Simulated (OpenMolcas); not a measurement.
# Ag³⁺: CASSCF and CASPT2 terms and fine-structure levels

Wanted: the level scheme of Ag³⁺ from active-space wave functions, then second-order correlation under several settings.

Method: state-averaged CASSCF and CASPT2, spin-orbit coupling by RASSI with atomic mean-field integrals. Code: OpenMolcas 26.06.

### 1 The atom as given

```
Species                           : Ag³⁺ (silver, Z = 47, 44 electrons)
Basis                             : ANO-RCC-VQZP [8s7p5d3f2g1h], 104 functions
Scalar Hamiltonian                : DKH2, point nucleus
Inactive shells                   : 1s 2s 2p 3s 3p 3d 4s 4p
Active space                      : 8 electrons in 5 orbitals (4d)
Some configurations of this space : 4d⁸
Orbitals                          : optimised for each spin and parity, averaged over all roots
```

The outer shells:

4d8
```
4d [↑↓][↑↓][↑↓][↑ ][↑ ]
```

Each step is its own input file, run in one work folder so that later steps find the files of earlier ones. Labels, J, g values, rates, χT and fits are worked out afterwards by a script from the matrices that RASSI stores.

### 2 GATEWAY and SEWARD: basis and integrals

a.inp

```
&GATEWAY
Coord
1

Ag 0.0 0.0 0.0
Basis=ANO-RCC-VQZP
Group=XYZ
NoMove
AngMom=0.0 0.0 0.0
AMFI
&SEWARD
```

Started as:

```
> OMP_NUM_THREADS=1 MOLCAS_MEM=1689 MOLCAS_PROJECT=a pymolcas a.inp > a.log
```

### 3 Reference wave functions, triplets of even parity, 10 roots

a.inp

```
&RASSCF
FileOrb=start.orb
Symmetry=1
Spin=3
nActEl=8 0 0
Inactive=9 9
Ras2=5 0
CIRoot=10 10 1
SDav=10
CIMx=300
Iter=120 100
PrWF=0.3
OrbListing=Nothing
MaxOrb=0
Atom
>>> COPY $Project.JobIph JOB001
```

start.orb holds the contracted functions of the basis, ordered by shell, or the orbitals of the step before.

### 4 Reference wave functions, singlets of even parity, 15 roots

a.inp

```
&RASSCF
FileOrb=start.orb
Symmetry=1
Spin=1
nActEl=8 0 0
Inactive=9 9
Ras2=5 0
CIRoot=15 15 1
SDav=15
CIMx=300
Iter=120 100
PrWF=0.3
OrbListing=Nothing
MaxOrb=0
Atom
>>> COPY $Project.JobIph JOB002
```

### 5 State interaction with spin-orbit coupling

a.inp

```
&RASSI
NrOfJobIphs=2 10 15
1 2 3 4 5 6 7 8 9 10
1 2 3 4 5 6 7 8 9 10 11 12 13 14 15
IphNames
JOB001
JOB002
EJob
SpinOrbit
DIPRint=1.0
SOCoupling=1000.0
Subsets=2
MEES
Property=10
'ANGMOM' 1 'ANGMOM' 2 'ANGMOM' 3 'MLTPL  1' 1 'MLTPL  1' 2 'MLTPL  1' 3
'AMFI' 1 'AMFI' 2 'AMFI' 3 'MLTPL  2' 6
SOProperty=3
'ANGMOM' 1 'ANGMOM' 2 'ANGMOM' 3
```

### 6 CASPT2: IPEA 0.25, imaginary shift 0.1 (closed shells correlated: 4s 4p)

a.inp

```
>>> COPY JOB001 $Project.JobIph
&CASPT2
Multistate=10 1 2 3 4 5 6 7 8 9 10
Frozen=8 6
IPEA=0.25
Imaginary=0.1
MaxIter=60
WThr=0.0 0.3 0.05
PrWF=0.5
NoMix
>>> COPY JOB002 $Project.JobIph
&CASPT2
Multistate=15 1 2 3 4 5 6 7 8 9 10 11 12 13 14 15
Frozen=8 6
IPEA=0.25
Imaginary=0.1
MaxIter=60
WThr=0.0 0.3 0.05
PrWF=0.5
NoMix
```

### 7 CASPT2: IPEA 0.25, imaginary shift 0.1 (closed shells correlated: 3d 4s 4p)

a.inp: that of step 6 with these lines changed.

```diff
@@ -3,3 +3,3 @@
 Multistate=10 1 2 3 4 5 6 7 8 9 10
-Frozen=8 6
+Frozen=3 6
 IPEA=0.25
@@ -13,3 +13,3 @@
 Multistate=15 1 2 3 4 5 6 7 8 9 10 11 12 13 14 15
-Frozen=8 6
+Frozen=3 6
 IPEA=0.25
```

(Steps that only read results are left out.)

**Question.** What will these runs give? Wanted: lowest level; first excited level; lowest level of another term; spin-orbit lowering of the lowest level; strongest of the lines computed, by gA.

As calculated:

```
                                                                                      quantity                                                                        value
                                                                                        method  SS-CASPT2, IPEA 0.25, imaginary shift 0.1 (closed shells correlated: 4s 4p)
                                                                                  lowest level                                        4d⁸ ³F₄, 99 % of that term, g = 1.248
                                                                   ground level listed by NIST                                                                          3F4
                                                                           first excited level                                                         4d⁸ ³F₃ at 4060 cm⁻¹
                                                                  lowest level of another term                                                        4d⁸ ³P₂ at 11880 cm⁻¹
                                                       spin-orbit lowering of the lowest level                                                                    3088 cm⁻¹
strongest of the lines computed, by gA (one parity, so forbidden lines), at SS-CASPT2 energies                                4d⁸ ¹S₀ → 4d⁸ ³P₁, 317.6 nm, A = 4.00e+01 s⁻¹
```

What each method costs and misses:

```csv
method,time of its own steps,time with the reference,mean absolute difference from the measured levels (cm-1)
A. CASSCF,6.9 s,6.9 s,3500
"B. SS-CASPT2, IPEA 0.25, imaginary shift 0.1, +4s 4p",8.9 s,16 s,270
"C. SS-CASPT2, IPEA 0.25, imaginary shift 0.1, +3d 4s 4p",13 s,20 s,200
```

Times are of one thread on a shared host.

What this shows: The multiplet ³F is inverted; its intervals divided by the larger J differ by 63 % of their mean, where Landé's rule for pure LS coupling makes them equal. Second-order correlation (method B) scales the levels of the lowest configuration above 5000 cm⁻¹ by 0.82 to 0.93. Method C lies closest to the measured levels (200 cm⁻¹ on average) and A farthest (3500). Only the configurations of the active space and the roots asked for are present. CASPT2 does not keep the components of a term degenerate, and the means are used. Only valence configurations of the active space appear, up to the ionisation limit; * or ° marks odd parity.
